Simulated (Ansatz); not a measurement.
# CH3Ga (singlet): the correlation ladder, cc-pVDZ

How much of the correlation energy of CH3Ga (singlet) does each wave-function method recover here?

Program: Ansatz 0.2.0, Gaussian basis. Level of theory: cc-pVDZ, correlated electrons: outside noble gas. These are calculated values, not measurements.

To be run: UHF; CCSD(T) on RHF; BCCD(T) on RHF; CISD; CCSDT(Q) on RHF; CCSDTQ on RHF; CASSCF and MRCISD+Q, 10 electrons in 11 orbitals; CASSCF and NEVPT2, 10 electrons in 11 orbitals.

### 1 The geometry

The geometry is a PBE0/def2-TZVP stationary point (not a proven minimum). No spin-orbit coupling is included. The filled d shell of Ga may be among the frozen orbitals whatever the setting's name suggests; the logs give the count.

5 atoms, charge 0, spin multiplicity 1.

Atoms are counted from 1 here; the program's logs count them from 0.

Bond lengths: C1–Ga2 2.035 Å, C1–H3 1.097 Å, C1–H4 1.097 Å, C1–H5 1.097 Å. Angles: Ga2–C1–H3 111.3°, Ga2–C1–H4 111.3°, Ga2–C1–H5 111.3°, H3–C1–H4 107.6°, H3–C1–H5 107.6°, H4–C1–H5 107.6°.

In the tables R marks a restricted determinant and U an unrestricted one; 'valence' is the active space of 10 electrons in 11 orbitals; correlation energies count from the lowest restricted Hartree-Fock solution.

### 2 UHF

The input, in.yaml:

```yaml
crystal:
  periodic: [false, false, false]
  atoms:
    - {symbol: C, position_ang: [-1.659818, -0.017478, -0.000395]}
    - {symbol: Ga, position_ang: [0.375183, 0.003951, 0.000089]}
    - {symbol: H, position_ang: [-2.068843, 0.999956, 0.001262]}
    - {symbol: H, position_ang: [-2.052900, -0.534005, 0.883440]}
    - {symbol: H, position_ang: [-2.052511, -0.530967, -0.886170]}
basis:
  gaussian: {orbitals: cc-pVDZ}
magnetization: {spin_polarized: true, initial_magnetization: 0}
hamiltonian: {xc: hf}
output: {orbitals: {seedname: orbitals}}
```

On the command line:

```console
$ ansatz run in.yaml --threads 1 --pin off --events-out ev --progress --plain --max-ram 4096MiB --backend cpu
```

Further steps of the session: CCSD(T) on RHF; BCCD(T) on RHF; CISD; CCSDT(Q) on RHF; CCSDTQ on RHF; CASSCF and MRCISD+Q, 10 electrons in 11 orbitals; CASSCF and NEVPT2, 10 electrons in 11 orbitals.

Before running them: what should the planned runs give, taken together? Wanted: correlation energy, RCCSDTQ; RMP2 from RCCSDTQ; RCCSD from RCCSDTQ; RCCSD(T) from RCCSDTQ; RCCSDT(Q) from RCCSDTQ; NEVPT2 valence from RCCSDTQ; MRCISD+Q valence from RCCSDTQ; T1 diagnostic; effectively unpaired electrons.

The runs gave:

```
                                      quantity                                                   value
                   correlation energy, RCCSDTQ                                              -6.3543 eV
                             RMP2 from RCCSDTQ                                         +23.82 kcal/mol
                            RCCSD from RCCSDTQ                                          +4.26 kcal/mol
                         RCCSD(T) from RCCSDTQ                                          +0.60 kcal/mol
                        RCCSDT(Q) from RCCSDTQ                                           0.00 kcal/mol
                   NEVPT2 valence from RCCSDTQ                                         +20.18 kcal/mol
                 MRCISD+Q valence from RCCSDTQ                                          +0.37 kcal/mol
levels of the table within 1 kcal/mol (43 meV)  RCCSD(T), BCCD(T), RCCSDT, RCCSDT(Q), MRCISD+Q valence
                                 T1 diagnostic                                                   0.010
                effectively unpaired electrons                                                    0.08
```

RCCSD(T) misses by +0.60 kcal/mol, 0.4 % of the correlation energy. One determinant dominates. Of the multireference levels listed MRCISD+Q valence comes nearest in total energy (+0.37 kcal/mol), which doesn't show that its space is the better one. These misses are within one basis, not against nature; the frozen cores of restricted and unrestricted runs differ, which can shift their rows.
